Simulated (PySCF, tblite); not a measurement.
**C7H9FGe: infrared bands, NMR shifts and electronic excitations in gas and solvents**

Aim: compute the infrared bands, NMR shifts and electronic excitations of C7H9FGe (`C=C(C)[C]1=C(F)C=[CH][GeH2]1`), and see what a dielectric continuum does where one was used.

The runs use tblite 0.8.0 and PySCF 2.14.0, with density-fitted response routines of our own; the level of theory stands in each step. All values are computed, except where a source is named. Atoms are numbered from 0 throughout.

## (1) The starting structure

18 atoms, charge 0, multiplicity 1; geometry from: force field or distance geometry start.

Bonds of the start (Å): C0–C1 1.32, C1–C2 1.51, C1–C3 1.49, C3–C4 1.35, C4–F5 1.35, C4–C6 1.47, C6–C7 1.32, C7–Ge8 1.90, Ge8–C3 1.91, C0–H9 1.10, C0–H10 1.08, C2–H11 1.11, C2–H12 1.12, C2–H13 1.11, C6–H14 1.08, C7–H15 1.07, Ge8–H16 1.56, Ge8–H17 1.55.

## (2) Relaxing the molecule with GFN2-xTB

The job: settings as JSON, then the geometry in Å.

```
{"job": {"kind": "relax", "xc": "GFN2-xTB", "basis": "xTB"}, "charge": 0, "multiplicity": 1}
C     -1.758600     1.278900    -0.847100
C     -1.313700     0.194700    -0.233000
C     -2.284800    -0.832600     0.287600
C      0.149300     0.021500    -0.002300
C      0.696100    -0.715000     0.994800
F     -0.036200    -1.349900     1.935500
C      2.169200    -0.752000     1.003700
C      2.778100    -0.061800     0.051400
Ge     1.518900     0.787800    -1.087200
H     -2.832900     1.429500    -0.996800
H     -1.103100     2.055000    -1.200700
H     -1.873600    -1.854400     0.196000
H     -3.242000    -0.808100    -0.293900
H     -2.528400    -0.620200     1.345200
H      2.719800    -1.299000     1.756500
H      3.843700    -0.004400    -0.050200
H      1.569900     2.337600    -0.955400
H      1.519500     0.198900    -2.522500
```

Command:

```bash
OMP_NUM_THREADS=1 python probes_run.py task.json out
```

One launch serves the whole session: the jobs run in the order shown.

What it wrote:

```text
step      E/eV     max force
  0    -711.17461    2.335
  1    -711.30273    0.813
  2    -711.35140    0.691
  3    -711.38044    0.524
  4    -711.40764    0.443
  5    -711.43093    0.457
  6    -711.44498    0.322
  7    -711.45359    0.347
  8    -711.45974    0.241
  9    -711.46457    0.168
 10    -711.46831    0.114
 11    -711.47043    0.118
 12    -711.47165    0.109
 13    -711.47265    0.109
 14    -711.47371    0.090
 15    -711.47477    0.090
 16    -711.47573    0.078
 17    -711.47652    0.069
 18    -711.47725    0.072
 19    -711.47801    0.062
 20    -711.47880    0.076
 21    -711.47959    0.075
 22    -711.48037    0.067
 23    -711.48126    0.070
 24    -711.48241    0.093
 25    -711.48376    0.096
 26    -711.48500    0.068
 27    -711.48587    0.060
 28    -711.48648    0.056
 29    -711.48705    0.069
 30    -711.48769    0.074
 31    -711.48832    0.061
 32    -711.48891    0.066
 33    -711.48947    0.071
 34    -711.49004    0.074
 35    -711.49063    0.069
 36    -711.49125    0.077
 37    -711.49202    0.095
 38    -711.49302    0.086
 39    -711.49417    0.088
 40    -711.49518    0.073
 41    -711.49591    0.059
 42    -711.49650    0.061
 43    -711.49718    0.073
 44    -711.49797    0.069
 45    -711.49875    0.068
 46    -711.49940    0.071
 47    -711.49983    0.062
 48    -711.50044    0.069
 49    -711.50095    0.063
 50    -711.50176    0.056
 51    -711.50227    0.057
 52    -711.50323    0.068
 53    -711.50395    0.066
 54    -711.50459    0.052
 55    -711.50498    0.039
 56    -711.50540    0.049
 57    -711.50581    0.055
 58    -711.50618    0.044
 59    -711.50651    0.045
 60    -711.50686    0.042
 61    -711.50718    0.035
 62    -711.50746    0.047
 63    -711.50773    0.047
 64    -711.50807    0.039
 65    -711.50849    0.045
 66    -711.50885    0.045
 67    -711.50917    0.050
 68    -711.50950    0.046
 69    -711.50983    0.034
 70    -711.51012    0.039
 71    -711.51033    0.044
 72    -711.51055    0.045
 73    -711.51086    0.042
 74    -711.51132    0.054
 75    -711.51186    0.053
 76    -711.51232    0.045
 77    -711.51268    0.042
 78    -711.51300    0.041
 79    -711.51333    0.041
 80    -711.51367    0.042
 81    -711.51401    0.046
 82    -711.51440    0.056
 83    -711.51493    0.074
 84    -711.51561    0.062
 85    -711.51626    0.058
 86    -711.51664    0.052
 87    -711.51687    0.034
 88    -711.51711    0.033
 89    -711.51732    0.034
 90    -711.51745    0.025
 91    -711.51753    0.019
 92    -711.51759    0.018
 93    -711.51766    0.017
 94    -711.51772    0.018
 95    -711.51777    0.018
 96    -711.51783    0.015
 97    -711.51790    0.018
 98    -711.51798    0.021
 99    -711.51804    0.016
100    -711.51806    0.011
101    -711.51807    0.011
102    -711.51809    0.009
```

Run time: 2.6 s. Hardware: 1 thread of Intel Xeon at 2.50GHz, shared host; peak memory 0.18 GiB.

Step by step: (not every step is listed)

| step | energy from step 0 (eV) | largest force (eV/Å) |
| --- | --- | --- |
| 0 | 0.0000 | 2.3348 |
| 1 | -0.1281 | 0.8134 |
| 2 | -0.1768 | 0.6915 |
| 3 | -0.2058 | 0.5245 |
| 4 | -0.2330 | 0.4431 |
| 5 | -0.2563 | 0.4567 |
| 6 | -0.2704 | 0.3218 |
| 7 | -0.2790 | 0.3469 |
| 8 | -0.2851 | 0.2413 |
| 16 | -0.3011 | 0.0780 |
| 24 | -0.3078 | 0.0926 |
| 32 | -0.3143 | 0.0662 |
| 40 | -0.3206 | 0.0730 |
| 48 | -0.3258 | 0.0689 |
| 56 | -0.3308 | 0.0489 |
| 64 | -0.3335 | 0.0393 |
| 72 | -0.3359 | 0.0447 |
| 80 | -0.3391 | 0.0417 |
| 88 | -0.3425 | 0.0330 |
| 96 | -0.3432 | 0.0149 |
| 97 | -0.3433 | 0.0181 |
| 98 | -0.3434 | 0.0205 |
| 99 | -0.3434 | 0.0159 |
| 100 | -0.3434 | 0.0114 |
| 101 | -0.3435 | 0.0107 |
| 102 | -0.3435 | 0.0090 |

Distances of close pairs at the start and the end, largest changes first:

| bond | before (Å) | after (Å) | change (Å) |
| --- | --- | --- | --- |
| C3–Ge8 | 1.908 | 1.969 | +0.061 |
| Ge8–H16 | 1.556 | 1.501 | -0.056 |
| C7–Ge8 | 1.898 | 1.951 | +0.052 |
| Ge8–H17 | 1.551 | 1.501 | -0.050 |
| C1–C3 | 1.491 | 1.448 | -0.043 |
| C2–H12 | 1.120 | 1.087 | -0.033 |
| C4–C6 | 1.474 | 1.452 | -0.021 |
| C0–H9 | 1.095 | 1.076 | -0.019 |

The end geometry stands in the next job.

## (3) Vibrational analysis with GFN2-xTB

The job: settings as JSON, then the geometry in Å.

```
{"job": {"kind": "ir", "xc": "GFN2-xTB", "basis": "xTB"}, "charge": 0, "multiplicity": 1}
C     -1.770831     1.042130    -1.166401
C     -1.343743     0.159137    -0.261858
C     -2.306542    -0.674062     0.530810
C      0.077133     0.000291    -0.034615
C      0.694618    -0.833503     0.825935
F      0.055608    -1.696719     1.646220
C      2.143505    -0.846563     0.924317
C      2.819748    -0.006509     0.133604
Ge     1.524715     0.978710    -0.942085
H     -2.817179     1.195875    -1.366105
H     -1.072997     1.639577    -1.735705
H     -2.134164    -1.733323     0.346833
H     -3.331169    -0.432502     0.259843
H     -2.173646    -0.499030     1.597188
H      2.593239    -1.529740     1.630818
H      3.894173     0.054229     0.143674
H      1.519697     2.464646    -0.732561
H      1.619076     0.723673    -2.418232
```

What it wrote:

```text
mode    cm-1     km/mol
  1      45.5      0.37
  2     107.2      0.47
  3     167.2      2.71
  4     196.8      0.06
  5     207.7      0.21
  6     267.2      1.36
  7     289.8      0.56
  8     316.8      9.38
  9     340.3     11.44
 10     421.8     43.99
 11     451.1      3.14
 12     487.8      8.33
 13     513.2     23.19
 14     524.0     15.72
 15     580.8     55.96
 16     607.2      0.38
 17     611.4      8.36
 18     699.1      5.43
 19     717.8     50.64
 20     759.4     49.42
 21     822.3    190.80
 22     863.9     25.72
 23     905.1     20.21
 24     906.7      5.01
 25     936.8      1.99
 26    1001.0     15.94
 27    1034.1      3.72
 28    1047.1      4.03
 29    1112.1      2.34
 30    1163.9     71.94
 31    1292.4     18.80
 32    1307.8     57.56
 33    1390.6      3.77
 34    1406.9      5.37
 35    1479.5      4.38
 36    1488.4      7.78
 37    1544.6     31.11
 38    1613.1     48.39
 39    1656.2      6.06
 40    1964.3    221.51
 41    2022.9    470.20
 42    3015.2     18.01
 43    3028.2     11.35
 44    3042.2     28.89
 45    3053.6     38.09
 46    3070.5     28.27
 47    3099.8     30.81
 48    3125.1     37.43
```

Wall time 2.2 s (1 thread of Intel Xeon at 2.50GHz, shared host); peak memory 0.18 GiB.

The strongest bands and the atoms that carry them (share of the mass-weighted mode):

| cm⁻¹ | km/mol | atoms |
| --- | --- | --- |
| 581 | 56.0 | H16 40 %, H17 35 % |
| 718 | 50.6 | C7 43 %, C6 15 %, H15 12 % |
| 759 | 49.4 | H15 56 %, C4 12 %, C6 11 %, H14 11 % |
| 822 | 190.8 | H17 48 %, H16 48 % |
| 1164 | 71.9 | C4 49 %, H14 29 % |
| 1308 | 57.6 | C1 50 %, C3 17 % |
| 1964 | 221.5 | H17 51 %, H16 48 % |
| 2023 | 470.2 | H16 50 %, H17 48 % |

## (4) Relaxing the molecule at PBE0-D3(BJ)/def2-SVP

The job: settings as JSON, then the geometry in Å.

```
{"job": {"xc": "PBE0", "basis": "def2-SVP", "d3": "d3bj", "grid": 1, "shake": 0.01, "kind": "geom"}, "charge": 0, "multiplicity": 1}
C     -1.750420     1.016570    -1.162220
C     -1.349420     0.154610    -0.264010
C     -2.326740    -0.676380     0.522160
C      0.110360     0.002550    -0.038140
C      0.691810    -0.840180     0.815380
F      0.051700    -1.691900     1.643830
C      2.153080    -0.848560     0.924560
C      2.835210    -0.001060     0.128550
Ge     1.522890     0.984120    -0.922730
H     -2.819880     1.193440    -1.356080
H     -1.081860     1.636660    -1.726880
H     -2.128360    -1.732410     0.353530
H     -3.359450    -0.422290     0.250250
H     -2.190330    -0.496270     1.604190
H      2.588790    -1.540500     1.631080
H      3.893650     0.068280     0.151150
H      1.521640     2.475760    -0.734620
H      1.609820     0.729510    -2.412410
```

What it wrote:

```text
step   0  E = -2447.73991603  max force = 0.038828
step   1  E = -2447.74439593  max force = 0.009971
step   2  E = -2447.74552734  max force = 0.005782
step   3  E = -2447.74573474  max force = 0.004606
step   4  E = -2447.74599682  max force = 0.001910
step   5  E = -2447.74602599  max force = 0.001170
step   6  E = -2447.74607253  max force = 0.000704
step   7  E = -2447.74608469  max force = 0.001117
step   8  E = -2447.74609597  max force = 0.000209
optimisation converged
```

It took 7.4 min on 1 thread of Intel Xeon at 2.50GHz, shared host; peak memory 0.89 GiB.

Relaxation path:

| step | energy from step 0 (eV) | largest force component (eV/Å) |
| --- | --- | --- |
| 0 | 0.0000 | 1.9966 |
| 1 | -0.1219 | 0.5127 |
| 2 | -0.1527 | 0.2973 |
| 3 | -0.1583 | 0.2369 |
| 4 | -0.1655 | 0.0982 |
| 5 | -0.1663 | 0.0602 |
| 6 | -0.1675 | 0.0362 |
| 7 | -0.1679 | 0.0574 |
| 8 | -0.1682 | 0.0107 |

Distances of close pairs at the start and the end, largest changes first:

| bond | before (Å) | after (Å) | change (Å) |
| --- | --- | --- | --- |
| C0–C1 | 1.308 | 1.348 | +0.040 |
| Ge8–H16 | 1.503 | 1.537 | +0.034 |
| C7–H15 | 1.061 | 1.091 | +0.030 |
| C1–C3 | 1.485 | 1.459 | -0.026 |
| Ge8–H17 | 1.514 | 1.538 | +0.024 |
| C3–Ge8 | 1.934 | 1.956 | +0.022 |
| C3–C4 | 1.333 | 1.355 | +0.022 |
| C0–H10 | 1.073 | 1.094 | +0.021 |

The final coordinates are the input of the step that follows.

| at the end point | value |
| --- | --- |
| rotational constants (GHz, main isotopes) | 1.634, 1.058, 0.650 |
| dipole moment (D) | 0.88 |

## (5) Shielding tensors: PBE0/pcSseg-1

The job: settings as JSON, then the geometry in Å.

```
{"job": {"kind": "nmr", "xc": "PBE0", "basis": "pcSseg-1"}, "charge": 0, "multiplicity": 1}
C     -1.750060     1.045556    -1.281699
C     -1.337573     0.111293    -0.402576
C     -2.321249    -0.848457     0.208755
C      0.070461     0.021291    -0.030534
C      0.667933    -0.859567     0.807403
F      0.032505    -1.843562     1.449957
C      2.112784    -0.783348     1.069887
C      2.806060     0.186217     0.445339
Ge     1.528319     1.174562    -0.640254
H     -2.800962     1.128626    -1.569246
H     -1.055208     1.754278    -1.741443
H     -2.063120    -1.890132    -0.034476
H     -3.338869    -0.646417    -0.151896
H     -2.317281    -0.774761     1.306742
H      2.544685    -1.517020     1.758868
H      3.880086     0.326067     0.577339
H      1.367262     2.648245    -0.233457
H      1.796827     1.080114    -2.151498
```

Level: GIAO PBE0/pcSseg-1 NMR shielding, non-relativistic, gas phase.

What it wrote:

```text
coarse grid: 71224 points
cycle   1  E = -2447.8907711462  dE =  5.633e-01  |g| = 1.005e+00  |ddm| = 4.253e+00
cycle   2  E = -2447.8261989007  dE =  6.457e-02  |g| = 1.119e+00  |ddm| = 1.316e+00
cycle   3  E = -2447.9900457774  dE = -1.638e-01  |g| = 1.849e-01  |ddm| = 8.616e-01
cycle   4  E = -2447.9967206298  dE = -6.675e-03  |g| = 9.515e-02  |ddm| = 2.601e-01
cycle   5  E = -2447.9989128971  dE = -2.192e-03  |g| = 1.608e-02  |ddm| = 1.032e-01
cycle   6  E = -2447.9989594458  dE = -4.655e-05  |g| = 5.366e-03  |ddm| = 1.859e-02
cycle   7  E = -2447.9989649208  dE = -5.475e-06  |g| = 1.091e-03  |ddm| = 5.644e-03
final grid: 151448 points
cycle   8  E = -2447.9989658962  dE =  1.884e-07  |g| = 1.532e-03  |ddm| = 3.702e-03
cycle   9  E = -2447.9989649710  dE =  9.253e-07  |g| = 2.494e-03  |ddm| = 3.433e-03
cycle  10  E = -2447.9989664161  dE = -1.445e-06  |g| = 2.750e-04  |ddm| = 2.124e-03
cycle  11  E = -2447.9989664341  dE = -1.796e-08  |g| = 4.283e-05  |ddm| = 2.861e-04
cycle  12  E = -2447.9989664344  dE = -3.361e-10  |g| = 1.376e-05  |ddm| = 5.036e-05
converged SCF energy = -2447.9989664344

GIAO shielding tensors (ppm)
atom      isotropic    diamagn.    paramagn.     s11        s22        s33       span
  0 C       60.903     255.106    -194.203    -33.133     86.289    129.553    162.687
  1 C       35.788     256.021    -220.233    -79.176     27.305    159.236    238.413
  2 C      159.334     245.427     -86.093    144.739    152.184    181.079     36.340
  3 C       65.918     267.367    -201.449     -7.505     63.628    141.631    149.136
  4 C       16.462     248.706    -232.245    -60.999     54.725     55.659    116.658
  5 F      267.670     477.996    -210.326    144.475    258.038    400.499    256.024
  6 C       31.709     255.593    -223.884    -79.013     49.729    124.412    203.425
  7 C       49.419     263.553    -214.134    -66.164     40.037    174.383    240.547
  8 Ge    1474.720    2755.319   -1280.599   1351.184   1482.229   1590.747    239.563
  9 H       26.204      30.118      -3.914     24.224     24.331     30.057      5.832
 10 H       26.178      33.198      -7.020     23.289     24.383     30.862      7.573
 11 H       28.928      29.151      -0.223     24.810     28.448     33.526      8.716
 12 H       29.486      28.180       1.306     25.146     28.485     34.826      9.680
 13 H       28.982      29.273      -0.291     24.902     28.515     33.530      8.629
 14 H       24.493      29.222      -4.728     22.664     23.470     27.347      4.683
 15 H       24.938      30.097      -5.159     24.181     24.751     25.882      1.700
 16 H       26.413      28.798      -2.385     20.325     21.598     37.317     16.992
 17 H       26.381      28.796      -2.415     20.309     21.584     37.252     16.943
```

It took 2.5 min on 1 thread of Intel Xeon at 2.50GHz, shared host; peak memory 1.1 GiB.

The references, computed at this level on geometries of the same kind, shield at (ppm): ¹H TMS 31.27, ¹³C TMS 184.4, ¹⁹F CFCl3 177.2, ⁷³Ge GeMe4 1330. Their shielding less the atom's gives the shift. The references are single molecules in the gas phase, so shifts against H2O, NH3, PH3, H3PO4 or CFCl3 are not on the usual liquid scales and can be off by tens of ppm. Atoms listed in one row are averaged.

| atoms | environment | σ (ppm) | δ (ppm) |
| --- | --- | --- | --- |
| C4 | fully substituted alkene carbon | 16.5 | 167.9 |
| C6 | alkene CH | 31.7 | 152.7 |
| C1 | fully substituted alkene carbon | 35.8 | 148.6 |
| C7 | alkene CH | 49.4 | 135.0 |
| C0 | terminal =CH2 carbon | 60.9 | 123.5 |
| C3 | fully substituted alkene carbon | 65.9 | 118.5 |
| C2 | allylic methyl carbon | 159.3 | 25.1 |
| H14 | hydrogen on an alkene CH | 24.49 | 6.77 |
| H15 | hydrogen on an alkene CH | 24.94 | 6.33 |
| H10 | hydrogen on a terminal =CH2 carbon | 26.18 | 5.09 |
| H9 | hydrogen on a terminal =CH2 carbon | 26.20 | 5.06 |
| H16, H17 | hydrogen on a germanium bonded to 2 C, in a 5-membered ring | 26.40 | 4.87 |
| H11, H12, H13 | hydrogen on an allylic methyl carbon | 29.13 | 2.13 |
| F5 | vinylic fluorine | 267.7 | -90.4 |
| Ge8 | germanium bonded to 2 C, 2 H, in a 5-membered ring | 1475 | -144 |

The run also stored atomic charges by several schemes (e):

| atoms | Mulliken | IAO | Hirshfeld | ESP fit |
| --- | --- | --- | --- | --- |
| C0 | -0.12 | -0.32 | -0.11 | -0.63 |
| C1 | -0.32 | 0.03 | 0.00 | 0.43 |
| C2 | -0.14 | -0.42 | -0.12 | -0.58 |
| C3 | -0.49 | -0.30 | -0.11 | -0.47 |
| C4 | 0.30 | 0.27 | 0.08 | 0.50 |
| F5 | -0.27 | -0.26 | -0.06 | -0.21 |
| C6 | -0.09 | -0.16 | -0.06 | -0.31 |
| C7 | -0.38 | -0.39 | -0.13 | -0.28 |
| Ge8 | 0.64 | 0.63 | 0.33 | 0.31 |

Mayer bond orders: C0–C1 1.92, C1–C2 1.09, C1–C3 1.05, C3–C4 1.64, C4–F5 0.93, C4–C6 1.13, C6–C7 1.76, C7–Ge8 0.89, Ge8–C3 0.81.

Ring of atoms C3, C4, C6, C7, Ge8: NICS(0) -1.7, NICS(1) -1.9, NICS(1)zz 3.3 ppm (means of both faces).

## (6) TDDFT and polarisability: CAM-B3LYP/def2-SVPD

The job, as its differences from that of step 5:

```diff
@@ -1,2 +1,2 @@
-{"job": {"kind": "nmr", "xc": "PBE0", "basis": "pcSseg-1"}, "charge": 0, "multiplicity": 1}
+{"job": {"kind": "uv", "xc": "CAM-B3LYP", "basis": "def2-SVPD", "ip": true}, "charge": 0, "multiplicity": 1}
 C     -1.750060     1.045556    -1.281699
```

Level: TDDFT CAM-B3LYP/def2-SVPD, vertical, gas phase, core orbitals frozen in the response.

What it wrote:

```text
coarse grid: 71224 points
cycle   1  E = -2448.2845445634  dE =  7.724e-01  |g| = 6.540e-01  |ddm| = 9.497e+00
cycle   2  E = -2448.2819907343  dE =  2.554e-03  |g| = 7.196e-01  |ddm| = 2.799e+00
cycle   3  E = -2448.3638244445  dE = -8.183e-02  |g| = 7.688e-02  |ddm| = 1.572e+00
cycle   4  E = -2448.3649319675  dE = -1.108e-03  |g| = 4.681e-02  |ddm| = 2.809e-01
cycle   5  E = -2448.3654035375  dE = -4.716e-04  |g| = 7.164e-03  |ddm| = 1.211e-01
cycle   6  E = -2448.3654147146  dE = -1.118e-05  |g| = 3.358e-03  |ddm| = 2.166e-02
cycle   7  E = -2448.3654178176  dE = -3.103e-06  |g| = 8.360e-04  |ddm| = 8.627e-03
final grid: 151448 points
cycle   8  E = -2448.3653866916  dE = -2.380e-07  |g| = 9.495e-04  |ddm| = 9.532e-03
cycle   9  E = -2448.3653865923  dE =  9.936e-08  |g| = 1.233e-03  |ddm| = 3.720e-03
cycle  10  E = -2448.3653869040  dE = -3.117e-07  |g| = 8.125e-05  |ddm| = 2.008e-03
cycle  11  E = -2448.3653869073  dE = -3.321e-09  |g| = 5.075e-05  |ddm| = 3.542e-04
cycle  12  E = -2448.3653869086  dE = -1.299e-09  |g| = 1.551e-05  |ddm| = 2.247e-04
cycle  13  E = -2448.3653869087  dE = -6.912e-11  |g| = 2.767e-06  |ddm| = 4.525e-05
converged SCF energy = -2448.3653869087

Static polarisability (au): isotropic 114.806, principal 75.481 122.255 146.682

Singlet excitations
state   eV       nm        f      main configurations
  1   4.0323    307.5   0.20786   H->L 0.95
  2   5.6565    219.2   0.00011   H-2->L 0.93
  3   5.7964    213.9   0.00026   H->L+2 0.88
  4   5.9819    207.3   0.00699   H->L+1 0.84
  5   6.0904    203.6   0.02394   H-1->L 0.50, H->L+3 0.43
  6   6.2358    198.8   0.22697   H->L+3 0.45, H-1->L 0.42
  7   6.3124    196.4   0.00969   H-4->L 0.87
  8   6.5204    190.1   0.00442   H->L+4 0.83
  9   6.7320    184.2   0.10939   H-3->L 0.79, H->L+8 0.14
 10   6.8998    179.7   0.00017   H->L+5 0.82

Triplet excitations (Tamm-Dancoff, eV): 2.3428 3.9048 4.9204 5.2943
Vertical ionisation energy (delta-SCF) = 7.9917 eV
Vertical electron affinity (delta-SCF) = 0.1710 eV
```

Run time: 11 min. Hardware: 1 thread of Intel Xeon at 2.50GHz, shared host; peak memory 1.5 GiB.

The orbitals next to the gap, with their largest atomic shares:

| orbital | eV | atoms |
| --- | --- | --- |
| HOMO−3 | -10.30 | Ge8 21 %, H17 13 %, H16 12 % |
| HOMO−2 | -10.15 | C3 23 %, Ge8 21 %, C7 20 % |
| HOMO−1 | -9.60 | C1 20 %, C0 16 %, C7 15 % |
| HOMO | -7.43 | C0 20 %, C3 17 %, C4 15 % |
| LUMO | -0.72 | C7 19 %, C6 15 %, C4 15 % |
| LUMO+1 | 1.08 | Ge8 47 %, H16 10 %, H17 10 % |
| LUMO+2 | 1.21 | Ge8 23 %, C0 8 %, H16 8 % |

With each of the 10 states as a Gaussian band of 0.4 eV half-width at 1/e, the curve within the window shown has maxima at 307 nm (ε 8,400), 197 nm (ε 12,000) L/(mol cm). Beyond the last state computed it falls off for lack of states. The curve at chosen wavelengths:

| nm | ε (L/mol/cm) |
| --- | --- |
| 172 | 1173 |
| 180 | 4708 |
| 187 | 8287 |
| 195 | 11539 |
| 202 | 10654 |
| 210 | 5770 |
| 217 | 2243 |
| 225 | 528 |
| 232 | 117 |
| 240 | 20 |
| 248 | 28 |
| 255 | 119 |
| 263 | 475 |
| 270 | 1217 |
| 278 | 2732 |
| 285 | 4529 |
| 293 | 6615 |
| 301 | 8053 |
| 308 | 8411 |
| 316 | 7789 |
| 323 | 6616 |
| 331 | 4996 |
| 338 | 3638 |
| 346 | 2360 |
| 353 | 1532 |
| 361 | 889 |

Further results of this job:

| property | computed |
| --- | --- |
| dipole moment (D) | 1.00 |
| polarisability (Å³) | 17.01 |
| HOMO–LUMO gap (eV) | 6.70 |
| −ε(HOMO) (eV) | 7.43 |

(Part 1 of 2 ends here.)
